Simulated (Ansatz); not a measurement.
# FH5O3Si: the cost of one run

Computed with Ansatz 0.2.0, Gaussian basis. Level: PBE0-D4, def2-SVP first, then def2-TZVP.

153 further runs of the same task are left out: 1 that didn't finish, 152 set aside as unsound or not needed.

## 1. Where the work starts

The guess: 10 atoms, charge 0, spin multiplicity 1.

Atoms are counted from 1 here; the program's logs count them from 0.

Bond lengths: Si1–O3 1.609 Å, Si1–O4 1.603 Å, Si1–O5 1.595 Å, O3–H8 0.953 Å, O4–H9 0.958 Å, O5–H10 0.958 Å. Angles: O3–Si1–O4 107.5°, O3–Si1–O5 103.7°, O4–Si1–O5 129.0°, Si1–O3–H8 120.0°, Si1–O4–H9 117.1°, Si1–O5–H10 117.2°.

Coordinates:

```xyz
10
charge 0, multiplicity 1
Si   -0.3163   -0.1973    0.1967
F     1.3777    1.2450   -0.3902
O    -1.1627   -1.5407    0.4564
O    -1.0954    0.6579   -0.9134
O     0.1518    0.2435    1.6564
H     1.6722   -0.1256   -0.7606
H     1.1651   -0.9509   -0.6458
H    -1.9098   -1.7482   -0.0975
H    -0.6755    1.4633   -1.2172
H     0.7928    0.9528    1.7153
```

Distances that are to change: Si1–H7 1.86 Å, F2–H6 1.45 Å, Si1–F2 2.30 Å, H6–H7 0.98 Å.

## 2. Constrained relaxation of the guess

hold/in.yaml reads:

```yaml
crystal:
  periodic: [false, false, false]
  atoms:
    - {symbol: Si, position_ang: [-0.316300, -0.197300, 0.196700]}
    - {symbol: F, position_ang: [1.377700, 1.245000, -0.390200]}
    - {symbol: O, position_ang: [-1.162700, -1.540700, 0.456400]}
    - {symbol: O, position_ang: [-1.095400, 0.657900, -0.913400]}
    - {symbol: O, position_ang: [0.151800, 0.243500, 1.656400]}
    - {symbol: H, position_ang: [1.672200, -0.125600, -0.760600]}
    - {symbol: H, position_ang: [1.165100, -0.950900, -0.645800]}
    - {symbol: H, position_ang: [-1.909800, -1.748200, -0.097500]}
    - {symbol: H, position_ang: [-0.675500, 1.463300, -1.217200]}
    - {symbol: H, position_ang: [0.792800, 0.952800, 1.715300]}
basis:
  gaussian: {orbitals: def2-SVP}
hamiltonian: {xc: pbe0, dispersion: d4}
relax: {f_tol: 0.04, max_steps: 150, escape_saddle: false, constraints: [{distance: [0, 6]}, {distance: [1, 5]}, {distance: [0, 1]}, {distance: [5, 6]}]}
```

Run with:

```bash
> ansatz run in.yaml --threads 4 --pin off --events-out ev --progress --plain --max-ram 9574MiB
```

**Question.** How long does this run take on 4 threads of Arm Neoverse V2, shared host?

About 9 s.
